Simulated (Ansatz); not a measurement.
# SiB2Ir2: the cost of one run

Computed, not measured: Ansatz 0.2.0, DFT, r2SCAN, no spin polarisation, plane waves, PAW.

**1. Geometry**

The structure is tetragonal, space group I4/mmm (No. 139). Conventional cell: a = 3.521 Å, b = 3.521 Å, c = 10.205 Å, α = 90.00°, β = 90.00°, γ = 90.00°. Around Ir (site symmetry -4m2) lie 4 B at 2.17 Å and 4 Ir at 2.49 Å and 4 Si at 3.10 Å. B (site symmetry 4mm) is surrounded by 4 Ir at 2.17 Å. Si (site symmetry 4/mmm) is surrounded by 8 B at 2.80 Å and 8 Ir at 3.10 Å.

Structure file:

```
Ir B Si
1.0
     0.00000    3.52050    0.00000
     3.52050    0.00000    0.00000
     1.76025    1.76025   -5.10271
Ir B Si
2 2 1
Direct
  0.75000 0.25000 0.50000
  0.25000 0.75000 0.50000
  0.37500 0.37500 0.25000
  0.62500 0.62500 0.75000
  0.00000 0.00000 0.00000
```

It starts from an earlier solution of the starting cell (checkpoint.read).

**2. Relaxing**

input.yaml reads:

```yaml
crystal:
  lattice:
    - [0.0, 3.520502, 0.0]
    - [3.520502, 0.0, 0.0]
    - [1.760251, 1.760251, -5.102715]
  atoms:
    - { symbol: Ir, position: [0.75, 0.25, 0.5] }
    - { symbol: Ir, position: [0.25, 0.75, 0.5] }
    - { symbol: B, position: [0.375, 0.375, 0.25] }
    - { symbol: B, position: [0.625, 0.625, 0.75] }
    - { symbol: Si, position: [0.0, 0.0, 0.0] }
  symmetry: { tolerance: 0.0003 }
kpoints:
  mp_grid: { grid: [6, 6, 6], shift: [0, 0, 0] }
magnetization:
  spin_polarized: false
scf:
  occupations: { method: cold, width: 0.0109 }
  lower_state_search: "off"
hamiltonian:
  pseudopotentials: { kind: paw }
  xc: r2scan
basis:
  ecutwfc: 500
  fft_grid_basis: typed
relax:
  max_steps: 60
  cell: { p_target: 0.0 }
output:
  forces: true
  stress: true
  eigenvalues: true
  bader: true
  populations: true
  elf: true
  write_potential: true
  volumetric_format: npy
  dos:
    e_range: [-12, 8]
    de: 0.05
    projected: { site_lists: { B: [B], Ir: [Ir], Si: [Si] } }
  write_density: true
checkpoint:
  read: saved_state
```

The run is started by

```console
ansatz run input.yaml --threads 2 --pin off --max-ram 2560MiB --backend cpu --events-out ev --progress --plain --runs-dir out
```

What time and memory should one allow on 2 threads of Arm Neoverse V1, shared host?

About 81 s, with a peak of 0.54 GiB.
